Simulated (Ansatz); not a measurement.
Write a Python script for Ansatz 0.2.0, Python API that makes vertical and adiabatic energies of changing the electron count of AlGeH₅Si, SMILES [AlH]1[SiH2][GeH2]1. Level of theory (for the species named): PBE0, def2-SVP basis, multiplicity 1.

| atom | x (Å) | y (Å) | z (Å) |
| --- | --- | --- | --- |
| Al | -1.1996 | -0.1329 | -0.9346 |
| Si | 0.3143 | 1.1744 | 0.2885 |
| Ge | 0.5513 | -1.0844 | 0.3889 |
| H | -2.4408 | -0.2020 | -1.9145 |
| H | 1.3152 | 1.8725 | -0.5521 |
| H | -0.2306 | 1.8162 | 1.5018 |
| H | 1.7040 | -1.7158 | -0.4923 |
| H | 0.0783 | -1.7851 | 1.6585 |

`algeh5si_adiabatic.py`:
```python
"""How AlGeH5Si relaxes after losing an electron."""

from dataclasses import dataclass
import itertools
import warnings

import ansatz as az
from ase import Atoms
from ase.data import atomic_numbers, covalent_radii
import numpy as np


@dataclass
class Options:
    basis_set: str = "def2-SVP"
    xc: str = "pbe0"
    net_charge: int = 1


settings = Options()

warnings.simplefilter("ignore", az.DeckWarning)

atoms = Atoms(["Al", "Si", "Ge", "H", "H", "H", "H", "H"], positions=[
    [-1.1996, -0.1329, -0.9346],
    [0.3143, 1.1744, 0.2885],
    [0.5513, -1.0844, 0.3889],
    [-2.4408, -0.202, -1.9145],
    [1.3152, 1.8725, -0.5521],
    [-0.2306, 1.8162, 1.5018],
    [1.704, -1.7158, -0.4923],
    [0.0783, -1.7851, 1.6585],
])
geometry = az.Crystal.molecule_from_ase(atoms)

setup = (
    geometry.calculation()
    .basis(gaussian=settings.basis_set)
    .functional(settings.xc)
)
symbols = [site.symbol for site in geometry.cartesian_sites]
start = np.array([site.position_ang for site in geometry.cartesian_sites], dtype=float)
rep = setup.relax(force_tolerance=0.01).run(threads=1, backend="cpu").report
end = np.array(rep["positions_ang"])

minimum = az.Crystal.molecule()
for symbol, place in zip(symbols, end):
    minimum = minimum.atom(symbol, place.tolist())
ion = minimum.calculation()
ion = ion.basis(gaussian=settings.basis_set)
ion = ion.functional(settings.xc)
ion = ion.charge(settings.net_charge)
ion = ion.spin("collinear", total=1)
vertical = ion.run(threads=1, backend="cpu").report
settled = ion.relax(force_tolerance=0.01, max_steps=80).run(threads=1, backend="cpu").report
print(f"vertical ionisation energy   {vertical['free_energy_ev'] - rep['free_energy_ev']:.3f} eV")
print(f"adiabatic, no zero point     {settled['free_energy_ev'] - rep['free_energy_ev']:.3f} eV")
print(f"relaxation energy of the ion {vertical['free_energy_ev'] - settled['free_energy_ev']:.3f} eV")
ionised = np.array(settled["positions_ang"])
# pairs closer than 1.2 times the sum of covalent radii, before or after
radius = [covalent_radii[atomic_numbers[s]] for s in symbols]
span = lambda where, i, j: np.linalg.norm(where[i] - where[j])
bonded = [(i, j) for i, j in itertools.combinations(range(len(symbols)), 2) if min(span(end, i, j), span(ionised, i, j)) < 1.2 * (radius[i] + radius[j])]
print("pair        before    after (A)")
for i, j in bonded:
    print(f"{symbols[i]}{i}-{symbols[j]}{j}".ljust(10), f"{span(end, i, j):8.4f} {span(ionised, i, j):8.4f}")
for first, second in list(itertools.combinations(bonded, 2)):
    shared = set(first) & set(second)
    if shared and symbols[(j := shared.pop())] != "H":
        i, k = sorted((set(first) | set(second)) - {j})
        u, v = ionised[i] - ionised[j], ionised[k] - ionised[j]
        angle = np.degrees(np.arccos(np.clip(u @ v / np.linalg.norm(u) / np.linalg.norm(v), -1, 1)))
        print(f"final angle {symbols[i]}{i}-{symbols[j]}{j}-{symbols[k]}{k}: {angle:.2f} deg")
```

```console
$ python algeh5si_adiabatic.py
vertical ionisation energy   8.171 eV
adiabatic, no zero point     7.472 eV
relaxation energy of the ion 0.699 eV
pair        before    after (A)
Al0-Si1      2.4249   2.4335
Al0-Ge2      2.4529   2.8249
Al0-H3       1.5886   1.5686
Si1-Ge2      2.4471   2.3530
Si1-H4       1.4978   1.4869
Si1-H5       1.4977   1.4869
Ge2-H6       1.5411   1.5288
Ge2-H7       1.5410   1.5287
final angle Si1-Al0-Ge2: 52.52 deg
final angle Si1-Al0-H3: 170.82 deg
final angle Al0-Si1-Ge2: 72.32 deg
final angle Al0-Si1-H4: 113.06 deg
final angle Al0-Si1-H5: 113.17 deg
final angle Ge2-Al0-H3: 136.66 deg
final angle Al0-Ge2-Si1: 55.16 deg
final angle Al0-Ge2-H6: 108.16 deg
final angle Al0-Ge2-H7: 108.25 deg
final angle Ge2-Si1-H4: 114.51 deg
final angle Ge2-Si1-H5: 114.45 deg
final angle Si1-Ge2-H6: 121.12 deg
final angle Si1-Ge2-H7: 120.96 deg
final angle H4-Si1-H5: 119.99 deg
final angle H6-Ge2-H7: 117.86 deg
```

The energies are electronic: no zero-point or thermal terms, and the basis set is short of its limit. The product may relax into another structure. The relaxation finds the nearest minimum, so the adiabatic value is an upper bound. Hardware and time: 3.2 min on 1 thread of Arm Neoverse N1, on a shared host, peak memory 0.39 GiB.
